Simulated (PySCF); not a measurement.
# H4LaO2 (La(H2O)22+): the cost of one run

The runs use PySCF 2.14.0; PBE0, La lcecp-0-SVP with ECP47, O def2-SVP, H def2-SVP; scalar-relativistic core potentials, no spin–orbit coupling.

1 further run of the same task is left out (for a known fault of the program).

### Step 1. The starting structure

7 atoms, charge 2, spin multiplicity 1.

Bond lengths: La1–O2 2.720 Å, La1–O5 2.720 Å, O2–H3 0.970 Å, O2–H4 0.970 Å, O5–H6 0.970 Å, O5–H7 0.970 Å. Angles: O2–La1–O5 180.0°, La1–O2–H3 127.5°, La1–O2–H4 127.5°, H3–O2–H4 105.1°, La1–O5–H6 127.5°, La1–O5–H7 127.5°, H6–O5–H7 105.1°.

Coordinates:

```xyz
7
charge 2, multiplicity 1
La    0.00000    0.00000    0.00000
O     0.00000    0.00000    2.72000
H     0.54450    0.54450    3.31000
H    -0.54450   -0.54450    3.31000
O     0.00000    0.00000   -2.72000
H     0.54450   -0.54450   -3.31000
H    -0.54450    0.54450   -3.31000
```

Formal oxidation states: La +2. Each metal's 1 4f electrons lie in its core potential, so multiplicities, spins and levels count the valence alone. For divalent La, Ce, Gd or Lu the extra electron is normally 5d or 6s, so this core forces an excited configuration.

### Step 2. SCF at the start, singlet

Input file run.py (the lines that set the calculation):

```python
mol = gto.M(atom='''
La     0.00000     0.00000     0.00000
O      0.00000     0.00000     2.72000
H      0.54450     0.54450     3.31000
H     -0.54450    -0.54450     3.31000
O      0.00000     0.00000    -2.72000
H      0.54450    -0.54450    -3.31000
H     -0.54450     0.54450    -3.31000''',
    basis={'La': 'lcecp-0-SVP', 'O': 'def2-SVP', 'H': 'def2-SVP'},
    ecp={'La': 'lcecp-0-SVP'},
    charge=2, spin=0)
mf = dft.RKS(mol, xc='PBE0')
mf.grids.atom_grid = (50, 194)  # f atoms: unpruned, at least (60, 302)
mf = mf.density_fit()  # fitting sets: La AutoAux, O def2-universal-JKFIT, H def2-universal-JKFIT
mf.conv_tol = 1e-08; mf.max_cycle = 55
mf.kernel(dm0)  # dm0: free metal ions and neutral atoms
```

Launch:

```bash
$ OMP_NUM_THREADS=2 python run.py
```

**Question.** How long does this run take on 2 threads of Arm Neoverse N1, shared host, and how much memory does it need?

About 3.3 s, with a peak of 0.47 GiB.
